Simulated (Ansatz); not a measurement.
# CH₈InNSi₂: a ladder of functionals and wavefunction methods

The task here is to estimate one member of a computed series from the others.

The runs use Ansatz 0.2.0, Gaussian basis; functionals in def2-TZVPP, the program's frozen cores in correlated methods.

The runs, in order: LDA (SPW92), PBE-D4, revPBE-D4, BLYP-D4, r2SCAN-D4, B97M-V, PBE0-D4, B3LYP-D4, r2SCANh-D4, r2SCAN0-D4, HSE06-D4, BHLYP-D4, CAM-B3LYP-D4, LC-ωPBE, ωB97X-V, ωB97M-V, B2PLYP, PBE-QIDH; CCSD(T)/def2-SVP; CCSD(T)/def2-TZVPP; MP2/def2-QZVPP; extrapolation to the limit; RPA on PBE.

1 further run of the same task is left out (for a known fault of the program).

### Structure used throughout

The geometry comes from an earlier relaxation with PBE0-D4 in a triple-zeta def2 set; it is a stationary point, not always the lowest conformer. In takes the def2 core potential; no spin-orbit term is included.

SMILES `[InH2][CH2]N1[SiH2][SiH2]1`, 13 atoms, charge 0, spin multiplicity 1.

Atoms are counted from 1 here; the program's logs count them from 0.

Bond lengths: In1–C2 2.176 Å, In1–H6 1.728 Å, In1–H7 1.729 Å, C2–N3 1.457 Å, C2–H8 1.091 Å, C2–H9 1.091 Å, N3–Si4 1.737 Å, N3–Si5 1.737 Å, Si4–Si5 2.226 Å, Si4–H10 1.489 Å, Si4–H11 1.489 Å, Si5–H12 1.489 Å, Si5–H13 1.489 Å. Angles: C2–In1–H6 119.0°, C2–In1–H7 119.0°, H6–In1–H7 120.9°, In1–C2–N3 99.9°, In1–C2–H8 113.6°, In1–C2–H9 113.6°, N3–C2–H8 110.7°, N3–C2–H9 110.6°, H8–C2–H9 108.3°, C2–N3–Si4 139.9°, C2–N3–Si5 139.8°, Si4–N3–Si5 79.7°, N3–Si4–Si5 50.2°, N3–Si4–H10 117.1°, N3–Si4–H11 116.6°, Si5–Si4–H10 125.9°, Si5–Si4–H11 123.6°, H10–Si4–H11 109.0° and more.

The first run:

in.yaml reads:

```yaml
crystal:
  periodic: [false, false, false]
  atoms:
    - {symbol: In, position_ang: [-1.964773, 1.303431, -0.151660]}
    - {symbol: C, position_ang: [-1.129730, -0.568314, 0.578607]}
    - {symbol: N, position_ang: [0.252197, -0.413050, 0.143455]}
    - {symbol: Si, position_ang: [1.288822, -0.863012, -1.175956]}
    - {symbol: Si, position_ang: [1.790219, 0.101898, 0.766095]}
    - {symbol: H, position_ang: [-1.815373, 2.724775, 0.820458]}
    - {symbol: H, position_ang: [-2.477370, 1.405269, -1.799471]}
    - {symbol: H, position_ang: [-1.578952, -1.453425, 0.125655]}
    - {symbol: H, position_ang: [-1.181704, -0.675627, 1.663074]}
    - {symbol: H, position_ang: [1.080687, -0.160318, -2.471756]}
    - {symbol: H, position_ang: [1.444300, -2.321091, -1.435906]}
    - {symbol: H, position_ang: [2.316794, -0.642012, 1.943825]}
    - {symbol: H, position_ang: [1.974895, 1.561455, 0.993581]}
basis:
  gaussian: {orbitals: def2-TZVPP}
hamiltonian: {xc: lda}
output: {orbitals: {seedname: orbitals}}
```

Command:

```console
$ ansatz run in.yaml --threads 2 --pin off --events-out ev --progress --plain --max-ram 20480MiB --backend cuda --devices 0, --max-vram 18GiB
```

Steps of the session up to this table: LDA; PBE-D4 (GGA); revPBE-D4 (GGA); BLYP-D4 (GGA); r2SCAN-D4 (meta-GGA); B97M-V (meta-GGA); PBE0-D4 (hybrid); B3LYP-D4 (hybrid); r2SCANh-D4 (hybrid); r2SCAN0-D4 (hybrid); HSE06-D4 (hybrid); BHLYP-D4 (hybrid); CAM-B3LYP-D4 (range-separated); LC-ωPBE (range-separated); ωB97X-V (range-separated); ωB97M-V (range-separated); B2PLYP (double hybrid); PBE-QIDH (double hybrid).

One of the session's tables, all rows but one given; the rest of the session is left out.

It belongs to the step «Orbital energies across the functionals». 

```
  functional  HOMO (eV)  LUMO (eV)  gap (eV)
 LDA (SPW92)      -5.27      -2.56      2.71
      PBE-D4      -5.13      -2.28      2.85
   revPBE-D4      -5.08      -2.16      2.92
     BLYP-D4          ?          ?         ?
   r2SCAN-D4      -5.29      -2.03      3.26
      B97M-V      -5.40      -2.33      3.06
     PBE0-D4      -6.15      -1.55      4.59
    B3LYP-D4      -5.95      -1.80      4.15
  r2SCANh-D4      -5.68      -1.78      3.90
  r2SCAN0-D4      -6.27      -1.41      4.86
    HSE06-D4      -5.76      -1.91      3.85
    BHLYP-D4      -7.07      -0.88      6.19
CAM-B3LYP-D4      -7.36      -0.74      6.62
     LC-ωPBE      -8.63       0.34      8.97
     ωB97X-V      -8.31       0.19      8.50
     ωB97M-V      -8.22      -0.11      8.12
```

**Question.** Estimate the row for BLYP-D4.

Worked estimate for «HOMO (eV)». Against the share of exact exchange, B3LYP-D4 (0.2, -5.95), BHLYP-D4 (0.5, -7.07) give a slope of -3.73 per unit share; at 0 the line stands at -5.20.

The run gave: HOMO (eV): -4.99; LUMO (eV): -2.22; gap (eV): 2.77. In «HOMO (eV)» the line misses by -0.21.
